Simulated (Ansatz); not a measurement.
# FH4InOSSi: one species, many methods

An exercise on one series of results from a longer session: the logs are not shown, and one member is left open.

Computed with Ansatz 0.2.0, Gaussian basis. Level: functionals in def2-TZVPP, the program's frozen cores in correlated methods.

Plan: LDA (SPW92), PBE-D4, revPBE-D4, BLYP-D4, r2SCAN-D4, B97M-V, PBE0-D4, B3LYP-D4, r2SCANh-D4, r2SCAN0-D4, HSE06-D4, BHLYP-D4, CAM-B3LYP-D4, LC-ωPBE, ωB97X-V, ωB97M-V, B2PLYP, PBE-QIDH; CCSD(T)/def2-SVP; CCSD(T)/def2-TZVPP; MP2/def2-QZVPP; extrapolation to the limit; RPA on PBE.

**Structure used throughout**

All runs share one geometry, relaxed beforehand with PBE0-D4 in a triple-zeta def2 set. In takes the def2 core potential; no spin-orbit term is included.

SMILES `[F][In]([SH])[O][SiH3]`, 9 atoms, charge 0, spin multiplicity 1.

Atoms are counted from 1 here; the program's logs count them from 0.

Bond lengths: F1–In2 1.944 Å, In2–S3 2.341 Å, In2–O4 1.954 Å, S3–H6 1.345 Å, O4–Si5 1.637 Å, Si5–H7 1.489 Å, Si5–H8 1.489 Å, Si5–H9 1.486 Å. Angles: F1–In2–S3 120.4°, F1–In2–O4 112.8°, S3–In2–O4 126.7°, In2–S3–H6 91.6°, In2–O4–Si5 136.1°, O4–Si5–H7 111.3°, O4–Si5–H8 111.3°, O4–Si5–H9 108.1°, H7–Si5–H8 108.2°, H7–Si5–H9 108.9°, H8–Si5–H9 108.9°.

The first run:

Contents of in.yaml:

```yaml
crystal:
  periodic: [false, false, false]
  atoms:
    - {symbol: F, position_ang: [-1.082399, 2.054087, -0.451238]}
    - {symbol: In, position_ang: [-0.279209, 0.913053, 0.901758]}
    - {symbol: S, position_ang: [-0.201246, 1.600724, 3.137867]}
    - {symbol: O, position_ang: [0.401885, -0.766254, 0.171155]}
    - {symbol: Si, position_ang: [0.473267, -1.466671, -1.306645]}
    - {symbol: H, position_ang: [-0.818794, 2.759059, 2.843215]}
    - {symbol: H, position_ang: [1.280328, -0.648653, -2.253846]}
    - {symbol: H, position_ang: [-0.886274, -1.645615, -1.887397]}
    - {symbol: H, position_ang: [1.112431, -2.799750, -1.154860]}
basis:
  gaussian: {orbitals: def2-TZVPP}
hamiltonian: {xc: lda}
output: {orbitals: {seedname: orbitals}}
```

Started as:

```bash
> ansatz run in.yaml --threads 4 --pin off --events-out ev --progress --plain --max-ram 10444MiB
```

Steps of the session up to this table: LDA; PBE-D4 (GGA); revPBE-D4 (GGA); BLYP-D4 (GGA); r2SCAN-D4 (meta-GGA); B97M-V (meta-GGA); B3LYP-D4 (hybrid); r2SCANh-D4 (hybrid); r2SCAN0-D4 (hybrid); HSE06-D4 (hybrid); BHLYP-D4 (hybrid); CAM-B3LYP-D4 (range-separated); LC-ωPBE (range-separated); ωB97X-V (range-separated); ωB97M-V (range-separated); B2PLYP (double hybrid); PBE-QIDH (double hybrid).

One of the session's tables, all rows but one given; the rest of the session is left out.

It belongs to the step «Frontier levels by functional». 

| functional | HOMO (eV) | LUMO (eV) | gap (eV) |
| --- | --- | --- | --- |
| LDA (SPW92) | -7.19 | -3.62 | 3.57 |
| PBE-D4 | -7.05 | -3.29 | 3.75 |
| revPBE-D4 | -6.99 | -3.16 | 3.83 |
| BLYP-D4 | -6.91 | -3.25 | 3.66 |
| r2SCAN-D4 | -7.36 | -3.07 | 4.29 |
| B97M-V | -7.43 | -3.19 | 4.25 |
| PBE0-D4 | -8.34 | -2.39 | 5.95 |
| B3LYP-D4 | -8.10 | -2.72 | 5.38 |
| r2SCANh-D4 | -7.84 | -2.75 | 5.09 |
| r2SCAN0-D4 | ? | ? | ? |
| HSE06-D4 | -7.94 | -2.76 | 5.18 |
| BHLYP-D4 | -9.46 | -1.53 | 7.93 |
| CAM-B3LYP-D4 | -9.68 | -1.45 | 8.23 |
| LC-ωPBE | -11.07 | -0.12 | 10.94 |
| ωB97X-V | -10.70 | -0.31 | 10.39 |
| ωB97M-V | -10.55 | -0.48 | 10.07 |

**Question.** Estimate the row for r2SCAN0-D4.

Worked estimate for «HOMO (eV)». Against the share of exact exchange, r2SCAN-D4 (0, -7.36), r2SCANh-D4 (0.1, -7.84) give a slope of -4.80 per unit share; at 0.25 the line stands at -8.56.

As computed: HOMO (eV): -8.55; LUMO (eV): -2.27; gap (eV): 6.28. In «HOMO (eV)» the line misses by -0.01.
